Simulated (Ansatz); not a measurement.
## HfCo, space group Pm-3m: cell relaxations under several functionals

Run with Ansatz 0.2.0, Python API.

The script, `hfco_lattice.py`:
```python
"""How the lattice of HfCo depends on the functional."""

import warnings

import ansatz as az
import numpy as np

def edges_and_angles(cell):
    cell = np.asarray(cell)
    a, b, c = np.linalg.norm(cell, axis=1)
    cosines = cell[1] @ cell[2] / (b * c), cell[0] @ cell[2] / (a * c), cell[0] @ cell[1] / (a * b)
    return (a, b, c, *np.degrees(np.arccos(cosines)))


def main() -> None:
    warnings.simplefilter("ignore", az.DeckWarning)

    structure = (
        az.Lattice.of([3.164, 0.0, 0.0], [0.0, 3.164, 0.0], [0.0, 0.0, 3.164])
        .atom("Hf", [0.5, 0.5, 0.5])
        .atom("Co", [0.0, 0.0, 0.0])
        .moments(Co=2.5)
    )

    job = (
        structure.calculation()
        .occupations("fermi_dirac")
        .kpoints(density=4.1)
        .spin("collinear")
        .relax(cell=True)
    )

    levels = [("pbesol", "none"), ("lda", "none"), ("blyp", "d3bj")]
    print("level            a       b       c    alpha   beta  gamma  V/atom  steps")
    for name, dispersion in levels:
        seen = []
        run = job.functional(name, dispersion=dispersion).session().plan()
        outcome = run.execute(on_event=lambda e: seen.append(e) if e["event"] == "relax_step" else None)
        cell = outcome.lattice.cell_ang
        label = name if dispersion == "none" else f"{name}+{dispersion}"
        print("{:13s} {:7.4f} {:7.4f} {:7.4f} {:6.2f} {:6.2f} {:6.2f}".format(label, *edges_and_angles(cell)), f"{abs(np.linalg.det(cell)) / len(outcome.lattice.sites):7.3f} {len(seen):5d}")


if __name__ == "__main__":
    main()
```

Output of `python hfco_lattice.py`:
```text
level            a       b       c    alpha   beta  gamma  V/atom  steps
pbesol         3.1125  3.1125  3.1125  90.00  90.00  90.00  15.076     5
RunWarning: the starting moments were not kept: the SCF closed with an absolute magnetisation of 2.1e-1 μB, where they sum to 2.5 μB in size (1 site). That is at most 0.1 of that sum. The system's moment may be that small; this SCF shows only that its start led to no larger one. To try another start: change the starting moments (crystal.atoms[].spin, magnetization.per_species, magnetization.initial_magnetization, or on a non-collinear deck that types none of these the spinor_matrix: blocks that [...]
lda            3.0774  3.0774  3.0774  90.00  90.00  90.00  14.572     8
blyp+d3bj      3.1147  3.1147  3.1147  90.00  90.00  90.00  15.109     5
```
(Warnings from the package without file and line, shortened, repeats left out.)

From smallest to largest: LDA (14.57 Å³ an atom, -8.0 % against the start), PBEsol (15.08 Å³ an atom, -4.8 % against the start) and BLYP+D3BJ (15.11 Å³ an atom, -4.6 % against the start). The spread is 3.7 % in volume.

Notes:
- The SCF didn't keep the moments it started from (some shrank, vanished or turned); what is printed is the state reached.
- Forces vanish by symmetry, so the ions can't move, and the end may be a saddle.
- BLYP and dispersion corrections can be off by several per cent in the lattices of metals, and by several GPa in the pressure at a fixed cell.
- The mesh is modest for a metal, so energies can be off by several to tens of meV an atom and pressures by half a GPa or more; differences at equal mesh fare better.
- Spin-orbit coupling, which matters for elements this heavy, is left out.
- The structure is a deposited one; some such entries were measured under pressure or heat, so a shift against it needn't be the functional's error alone.
- The script silences the warnings on its input, which a real study should read.
- It ran for 110 s on 1 thread of Arm Neoverse V2, on a shared host, peak memory 0.48 GiB.
